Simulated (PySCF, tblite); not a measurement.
# C4H8ClFSi2: geometry, infrared bands and NMR shifts

Aim: predict the infrared bands and NMR shifts of C4H8ClFSi2 (`F[Si@@]1([SiH3])C=CC[C@@H]1Cl`).

Programs: tblite 0.8.0 and PySCF 2.14.0, with density-fitted response routines of our own. Each step states its level of theory. These are calculated values for one molecule in the gas phase, unless marked as measured. Atoms are numbered from 0 throughout.

## (1) The starting structure

16 atoms, charge 0, multiplicity 1; geometry from: force field or distance geometry start.

Bonds of the start (Å): F0–Si1 1.68, Si1–Si2 2.20, Si1–C3 1.87, C3–C4 1.33, C4–C5 1.45, C5–C6 1.52, C6–Cl7 1.76, C6–Si1 1.90, Si2–H8 1.49, Si2–H9 1.44, Si2–H10 1.48, C3–H11 1.08, C4–H12 1.11, C5–H13 1.11, C5–H14 1.11, C6–H15 1.12.

## (2) Relaxing the molecule with GFN2-xTB

What the job is given:

```
{"job": {"kind": "relax", "xc": "GFN2-xTB", "basis": "xTB"}, "charge": 0, "multiplicity": 1}
F      0.983900    -2.013700     0.849600
Si     0.672100    -0.528600     0.127300
Si     2.483800     0.518100    -0.564300
C     -0.612700    -0.643500    -1.226100
C     -1.782400    -0.438300    -0.631500
C     -1.731800    -0.188700     0.795000
C     -0.469600     0.558000     1.184900
Cl    -0.500700     2.214700     0.605500
H      2.059700     1.725400    -1.323500
H      3.455000     0.825400     0.458400
H      3.120000    -0.368500    -1.569100
H     -0.430900    -0.858500    -2.266600
H     -2.731500    -0.446400    -1.205300
H     -2.643300     0.347700     1.130200
H     -1.676000    -1.147300     1.360000
H     -0.203200     0.453100     2.264300
```

The run is started by

```
OMP_NUM_THREADS=1 python probes_run.py task.json out
```

The driver reads the jobs from task.json and runs them one after another.

**Question.** This job is followed by: GFN2-xTB harmonic vibrations, gas phase; GIAO PBE0/pcSseg-1 NMR shielding, non-relativistic, gas phase. Predict these results of the whole session: strongest single infrared mode (GFN2-xTB); zero-point energy (GFN2-xTB); 13C shifts against TMS (PBE0/pcSseg-1); 1H shifts against TMS (PBE0/pcSseg-1, means over atoms taken as alike); 19F shifts against CFCl3 (PBE0/pcSseg-1); 29Si shifts against TMS (PBE0/pcSseg-1); 35Cl shifts against HCl (PBE0/pcSseg-1).

**Answer**, as computed:

```
                                                              quantity                                   value
                             strongest single infrared mode (GFN2-xTB)                   2242 cm⁻¹, 335 km/mol
                                          zero-point energy (GFN2-xTB)                           65.6 kcal/mol
                                13C shifts against TMS (PBE0/pcSseg-1)            164.9, 133.7, 51.1, 47.6 ppm
1H shifts against TMS (PBE0/pcSseg-1, means over atoms taken as alike)  7.27, 6.18, 3.65, 3.61, 3.38, 2.80 ppm
                              19F shifts against CFCl3 (PBE0/pcSseg-1)                              -173.8 ppm
                               29Si shifts against TMS (PBE0/pcSseg-1)                        55.5, -121.7 ppm
                               35Cl shifts against HCl (PBE0/pcSseg-1)                                 115 ppm
```

In words: Relaxing lowered the energy by 0.694 eV in 101 steps; the close pair that moved most is Si1–Si2, from 2.204 to 2.301 Å. No mode is imaginary among the 42: a minimum at this level. The strongest single mode, at 2242 cm⁻¹, moves mainly H10. Unscaled tight-binding wavenumbers are off by several per cent, some by more. Its intensities can rank the bands wrongly. At PBE0/pcSseg-1: The widest tensor belongs to Cl7: span 507 ppm, with a paramagnetic part of -314 ppm.
